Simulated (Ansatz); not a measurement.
# CdH₈N₂Si₂: small, medium and large basis sets

The task here is to estimate one member of a computed series from the others.

Computed with Ansatz 0.2.0, Gaussian basis. Level: one geometry, several basis sets.

The runs, in order: PBE0-D4/def2-SVP; ωB97M-V/def2-SVP; PBE0-D4/def2-QZVPP; ωB97M-V/def2-QZVPP; the functionals' def2-TZVPP values are taken from earlier runs.

### The relaxed structure

The geometry comes from an earlier relaxation with PBE0-D4 in a triple-zeta def2 set; it is a stationary point, not always the lowest conformer. Cd takes the def2 core potential; no spin-orbit term is included.

SMILES `[NH2][Cd][N]([SiH3])[SiH3]`, 13 atoms, charge 0, spin multiplicity 1.

Atoms are counted from 1 here; the program's logs count them from 0.

Bond lengths: N1–Cd2 2.001 Å, N1–H6 1.014 Å, N1–H7 1.013 Å, Cd2–N3 2.021 Å, N3–Si4 1.718 Å, N3–Si5 1.717 Å, Si4–H8 1.492 Å, Si4–H9 1.492 Å, Si4–H10 1.492 Å, Si5–H11 1.492 Å, Si5–H12 1.492 Å, Si5–H13 1.493 Å. Angles: Cd2–N1–H6 112.1°, Cd2–N1–H7 112.1°, H6–N1–H7 106.4°, N1–Cd2–N3 175.4°, Cd2–N3–Si4 118.2°, Cd2–N3–Si5 118.1°, Si4–N3–Si5 123.8°, N3–Si4–H8 108.9°, N3–Si4–H9 112.3°, N3–Si4–H10 112.5°, H8–Si4–H9 108.0°, H8–Si4–H10 107.9°, H9–Si4–H10 107.0°, N3–Si5–H11 112.6°, N3–Si5–H12 112.3°, N3–Si5–H13 108.9°, H11–Si5–H12 107.0°, H11–Si5–H13 107.8° and more.

Set-up of the first run:

Input file in.yaml:

```yaml
crystal:
  periodic: [false, false, false]
  atoms:
    - {symbol: N, position_ang: [-3.131173, 1.205201, 0.935648]}
    - {symbol: Cd, position_ang: [-1.312825, 0.558294, 0.408084]}
    - {symbol: N, position_ang: [0.456137, -0.238790, -0.158754]}
    - {symbol: Si, position_ang: [0.484604, -1.886137, -0.645459]}
    - {symbol: Si, position_ang: [1.846208, 0.768140, -0.116962]}
    - {symbol: H, position_ang: [-3.439572, 1.984413, 0.365645]}
    - {symbol: H, position_ang: [-3.158750, 1.524458, 1.897153]}
    - {symbol: H, position_ang: [-0.901643, -2.434163, -0.577180]}
    - {symbol: H, position_ang: [0.980019, -2.055015, -2.042372]}
    - {symbol: H, position_ang: [1.353160, -2.724992, 0.230729]}
    - {symbol: H, position_ang: [2.879217, 0.279908, 0.842337]}
    - {symbol: H, position_ang: [2.505816, 0.879674, -1.450239]}
    - {symbol: H, position_ang: [1.438791, 2.139020, 0.311380]}
basis:
  gaussian: {orbitals: def2-SVP}
hamiltonian: {xc: pbe0, dispersion: d4}
output: {orbitals: {seedname: orbitals}}
```

On the command line:

```bash
ansatz run in.yaml --threads 8 --pin off --events-out ev --progress --plain --max-ram 20889MiB
```

Among the steps run: PBE0-D4 in def2-SVP; ωB97M-V in def2-SVP; PBE0-D4 in def2-QZVPP; ωB97M-V in def2-QZVPP.

One of the session's tables, all rows but one given; the rest of the session is left out.

```
functional       basis  HOMO (eV)
   PBE0-D4    def2-SVP          ?
   PBE0-D4  def2-TZVPP      -7.23
   PBE0-D4  def2-QZVPP      -7.25
   ωB97M-V    def2-SVP      -9.33
   ωB97M-V  def2-TZVPP      -9.50
   ωB97M-V  def2-QZVPP      -9.52
```

Q: Estimate the row for PBE0-D4, def2-SVP from the others.

**Answer.** HOMO (eV): -7.05. In the column «HOMO (eV)» it is the highest.
